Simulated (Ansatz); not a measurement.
Crystal: La3InB.

```xyz
5
Lattice="5.3289 0.0000 0.0000 0.0000 5.3289 0.0000 0.0000 0.0000 5.3289" Properties=species:S:1:pos:R:3 pbc="T T T"
La    0.0000    2.6645    2.6645
La    2.6645    2.6645    0.0000
La    2.6645    0.0000    2.6645
In    0.0000    0.0000    0.0000
B     2.6645    2.6645    2.6645
```

The cell comes from a database or a generator and needn't be the stable form of this composition.

| Item | Value |
| --- | --- |
| Program | Ansatz 0.2.0 |
| Task | single point |
| Functional | PBE |
| Potentials or basis | Ansatz PAW |
| Cutoff | 420 eV (not typed: the program's choice for these potentials) |
| k mesh | 5 × 5 × 5 |
| Occupations | fermi-dirac, width 0.05 eV |
| Spin | no spin polarisation |

On this cell: pressure 0.3 GPa; largest force zero by symmetry; band gap on the k mesh none (metal or under the smearing width).

The same run follows on a disturbed copy (atoms moved at random, drawn with an rms of 0.05 Å):

```
CELL_PARAMETERS angstrom
5.32895 0.00000 0.00000
0.00000 5.32895 0.00000
0.00000 0.00000 5.32895
ATOMIC_POSITIONS crystal
La 0.00085 0.49778 0.49100
La 0.50920 0.49314 0.99594
La 0.49080 0.99777 0.50790
In 0.00165 0.00428 0.00342
B 0.49492 0.49912 0.50139
```

Question: What does the disturbed cell give?

Answer: The energy (extrapolated to zero smearing) moves by -0.0 meV/atom; pressure 0.3 GPa; largest force 0.155 eV/Å; band gap on the k mesh none (metal or under the smearing width).

Forces in eV/Å, atoms in the order of the input:
```
La  -0.054  0.047 -0.071
La   0.064  0.029  0.137
La  -0.013 -0.029 -0.003
In  -0.015 -0.060 -0.039
B    0.018  0.013 -0.024
```
